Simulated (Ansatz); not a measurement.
The system is Ti4Ru.

```
Ru Ti
1.0
     0.00000    2.37271   11.05393
     1.55677    0.00000   11.05393
     1.55677    2.37271    0.00000
Ru Ti
1 4
Direct
  0.00000 0.00000 0.00000
  0.59038 0.59038 0.40962
  0.19693 0.19693 0.80307
  0.80307 0.80307 0.19693
  0.40962 0.40962 0.59038
```

The cell comes from a database or a generator and needn't be the stable form of this composition.

Base run:

- Program: Ansatz 0.2.0
- Functional: PBE
- Potentials or basis: Ansatz PAW
- Cutoff: 420 eV
- Density cutoff: 1680 eV
- k mesh: 10 × 10 × 10
- Occupations: fermi-dirac, width 0.05 eV
- Spin: no spin polarisation

Its results: band gap on the k mesh none (metal or under the smearing width); pressure 0.2 GPa; largest force 0.096 eV/Å.

Task: The run is repeated on the same cell with these changes: functional from PBE to PBEsol; spin from no spin polarisation to spin-orbit coupling, no magnetisation; potential files from those of the base run to others of the same set. What comes out?

Result: Band gap on the k mesh none (metal or under the smearing width); pressure -5.2 GPa; largest force 0.253 eV/Å.

Several settings changed at once, so the effect can't be laid on one alone.

Caveats: the PAW data sets come from PBE, with cores solved anew for the run's functional, which leaves a small shift of forces and pressure (some runs).

Not every run made on this cell is shown here.
